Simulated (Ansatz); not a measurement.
# TaRu: how the settings move a relaxation

Aim: see which settings change the result for TaRu, by how much, and at what cost.

Method: reference: DFT, PBEsol, PAW with Ansatz's default frozen-core files, scalar-relativistic; relaxation of cell and atoms, in Ansatz 0.2.0.

## 1. Starting point

The structure is cubic, space group Pm-3m (No. 221). The conventional cell has a = 3.187 Å, b = 3.187 Å, c = 3.187 Å, α = 90.00°, β = 90.00°, γ = 90.00°. Ta (site symmetry m-3m) has 8 Ru at 2.76 Å as nearest neighbours. Around Ru (site symmetry m-3m) lie 8 Ta at 2.76 Å.

Structure file:

```
CELL_PARAMETERS angstrom
3.18700 0.00000 0.00000
0.00000 3.18700 0.00000
0.00000 0.00000 3.18700
ATOMIC_POSITIONS crystal
Ta 0.50000 0.50000 0.50000
Ru 0.00000 0.00000 0.00000
```

## 2. Baseline

Input file input.yaml:

```yaml
crystal:
  lattice:
    - [3.187, 0.0, 0.0]
    - [0.0, 3.187, 0.0]
    - [0.0, 0.0, 3.187]
  atoms:
    - { symbol: Ta, position: [0.5, 0.5, 0.5] }
    - { symbol: Ru, position: [0.0, 0.0, 0.0] }
kpoints:
  mp_grid: { grid: [10, 10, 10] }
scf:
  occupations: { method: fermi_dirac, width: 0.05 }
hamiltonian:
  xc: pbesol
  pseudopotentials: { kind: paw }
relax:
  f_tol: 0.002
  max_steps: 80
  cell: {}
output:
  forces: true
  stress: true
```

Started as:

```console
> ansatz run input.yaml --threads 1 --pin off --max-ram 3072MiB --backend cpu --events-out ev --progress --plain --runs-dir out
```

## 3. Variant: dr2_threshold 1.0e-09

Changes to input.yaml since step 2:

```diff
@@ -12,2 +12,3 @@
   occupations: { method: fermi_dirac, width: 0.05 }
+  convergence: { dr2_threshold: 1.0e-09 }
 hamiltonian:
@@ -22 +23,5 @@
   stress: true
+  write_density: true
+  write_potential: true
+  elf: true
+  volumetric_format: npy
```

Q: Predict the outcome of this session. Wanted: for each run, ending; energy change; pressure; gap; force.

The runs gave:

| run | ending | energy change | pressure (GPa) | gap (eV) | force (eV/Å) | cycles | time |
| --- | --- | --- | --- | --- | --- | --- | --- |
| reference | converged | 0 | 0.0 | 0.00 | 0.00 | 38 | 9.9 s |
| 1: dr2_threshold 1.0e-09 | converged | 0.0 meV/atom | 0.0 | 0.00 | 0.00 | 39 | 8.3 s |

Times don't compare one to one where runs were asked for different outputs or read a saved state (see the inputs); cycles may leave out searches for a lower state.

**Reading.** With the changed convergence setting the energy agrees within 0.5 meV/atom.
